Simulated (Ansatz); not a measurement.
# B3W: the cost of one run

Method: DFT PBE, scalar-relativistic, plane waves, PAW, in Ansatz 0.2.0.

## 1. The structure to begin with

It takes space group Pm-3m (No. 221, cubic). The conventional cell has a = 3.260 Å, b = 3.260 Å, c = 3.260 Å, α = 90.00°, β = 90.00°, γ = 90.00°. B (site symmetry 4/mmm) has 8 B at 2.30 Å and 4 W at 2.30 Å as nearest neighbours. W (site symmetry m-3m) has 12 B at 2.30 Å as nearest neighbours.

As a file:

```cif
data_structure
_symmetry_space_group_name_H-M 'Pm-3m'
_symmetry_Int_Tables_number 221
_cell_length_a 3.2597
_cell_length_b 3.2597
_cell_length_c 3.2597
_cell_angle_alpha 90.000
_cell_angle_beta 90.000
_cell_angle_gamma 90.000
_cell_volume 34.63
loop_
_atom_site_label
_atom_site_type_symbol
_atom_site_symmetry_multiplicity
_atom_site_Wyckoff_symbol
_atom_site_fract_x
_atom_site_fract_y
_atom_site_fract_z
_atom_site_occupancy
B1 B 3 c 0.00000 0.50000 0.50000 1
W1 W 1 a 0.00000 0.00000 0.00000 1
```

This is candidate A: Cu3Au (L1_2) type (Pm-3m, No. 221).

(A quick probe on a coarse mesh, which set the mesh and smearing, is not shown.)

## 3. The relaxation (candidate A)

input.yaml

```yaml
crystal:
  lattice:
    - [3.2596512641, 0.0, 0.0]
    - [0.0, 3.2596512641, 0.0]
    - [0.0, 0.0, 3.2596512641]
  atoms:
    - { symbol: B, position: [0.0, 0.5, 0.5] }
    - { symbol: B, position: [0.5, 0.0, 0.5] }
    - { symbol: B, position: [0.5, 0.5, 0.0] }
    - { symbol: W, position: [0.0, 0.0, 0.0] }
basis:
  ecutwfc: 420
kpoints:
  mp_grid: { grid: [14, 14, 14] }
hamiltonian:
  xc: pbe
scf:
  occupations: { method: gaussian, width: 0.1 }
output:
  forces: true
  stress: true
  eigenvalues: true
relax:
  adjacent_minimum: "off"
  f_tol: 0.01
  max_steps: 80
  cell: { stress_tol: 0.05 }
```

The run is started by

```bash
$ ansatz run input.yaml --threads 1 --pin off --max-ram 2560MiB --backend cpu --events-out ev --progress --plain --runs-dir out
```

What time and memory should one allow on 1 thread of Intel Xeon 6975P-C (Granite Rapids), shared host?

About 6.4 s, with a peak of 0.41 GiB.
